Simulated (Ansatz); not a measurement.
# H4S2SeSi: the cost of one run

Method: RKS CAM-B3LYP/def2-SVP, in Ansatz 0.2.0.

**1. The system as given**

Bond lengths: S1–S2 2.134 Å, S2–Si3 2.122 Å, Si3–Se4 2.228 Å, S1–H5 1.414 Å, Si3–H6 1.477 Å, Si3–H7 1.516 Å, Se4–H8 1.546 Å. Angles: S1–S2–Si3 90.6°, S2–S1–H5 92.0°, S2–Si3–Se4 112.8°, S2–Si3–H6 110.6°, S2–Si3–H7 109.7°, Se4–Si3–H6 109.6°, Se4–Si3–H7 107.7°, H6–Si3–H7 106.1°, Si3–Se4–H8 90.3°.

Structure file:

```xyz
8

S    -0.9451    0.3943   -1.8850
S    -0.5029    1.7450   -0.2934
Si    0.8572    0.3474    0.5436
Se   -0.1653   -1.3720    1.5256
H    -2.0591   -0.1343   -1.1932
H     1.7891   -0.1531   -0.4876
H     1.7152    1.0316    1.5896
H    -0.5970   -1.9159    0.1446
```

**2. End point A**

The input, input.yaml:

```yaml
crystal:
  periodic: [false, false, false]
  atoms:
    - { symbol: S, position_ang: [-0.9451, 0.3943, -1.885] }
    - { symbol: S, position_ang: [-0.5029, 1.745, -0.2934] }
    - { symbol: Si, position_ang: [0.8572, 0.3474, 0.5436] }
    - { symbol: Se, position_ang: [-0.1653, -1.372, 1.5256] }
    - { symbol: H, position_ang: [-2.0591, -0.1343, -1.1932] }
    - { symbol: H, position_ang: [1.7891, -0.1531, -0.4876] }
    - { symbol: H, position_ang: [1.7152, 1.0316, 1.5896] }
    - { symbol: H, position_ang: [-0.597, -1.9159, 0.1446] }
basis:
  gaussian: { orbitals: def2-SVP }
hamiltonian:
  xc: cam_b3lyp
relax:
  f_tol: 0.02
  max_steps: 50
output:
  orbitals: {}
```

Run with:

```bash
$ ansatz run input.yaml --threads 2 --pin off --max-ram 3072MiB --backend cpu --events-out ev --progress --plain --runs-dir out
```

Q: Estimate wall time and peak memory on 2 threads of Arm Neoverse V2, shared host.

About 35 s, with a peak of 0.32 GiB.
